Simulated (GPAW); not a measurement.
Runs of GPAW 26.7.0 on Zn3H. It takes space group Fm-3m (No. 225, cubic). The conventional cell has a = 5.993 Å, b = 5.993 Å, c = 5.993 Å, α = 90.00°, β = 90.00°, γ = 90.00°. Zn (site symmetry m-3m) is surrounded by 8 Zn at 2.60 Å. Zn (site symmetry -43m) has 4 Zn at 2.60 Å and 4 H at 2.60 Å as nearest neighbours. H (site symmetry m-3m) is surrounded by 8 Zn at 2.60 Å. The cell was built by a generator and needn't be a form met in nature.

```csv
level,potentials or basis,eigensolver,pressure (GPa)
revPBE,"the program's PAW data sets (release 1.2.1) made for this functional, pw",-,1.8
BLYP,"PAW data sets generated in the run's folder for this functional, pw",davidson,(b)
PBE,"GPAW PAW data sets (gpaw-data 1.2.1), pw",-,-0.3
r2SCAN,"GPAW PAW data sets (gpaw-data 1.2.1), pw",-,-3.2
PBEsol,"PAW data sets generated in the run's folder for this functional, pw",-,(a)
RPBE,"the program's PAW data sets (release 1.2.1) made for this functional, pw",-,2.6
LDA,"the program's PAW data sets (release 1.2.1) made for this functional, pw",-,-7.7
```

Alike in all rows: task band structure; no spin polarisation; cell as given; k mesh 6 × 6 × 6; cutoff (eV) 600; smearing fermi-dirac 0.05 eV.

Question: Fill in the values left out.

Answer: (a) -4.7; (b) 4.9.

Caveats: the PAW data sets were made with another functional, which shifts forces and pressure a little (some runs).
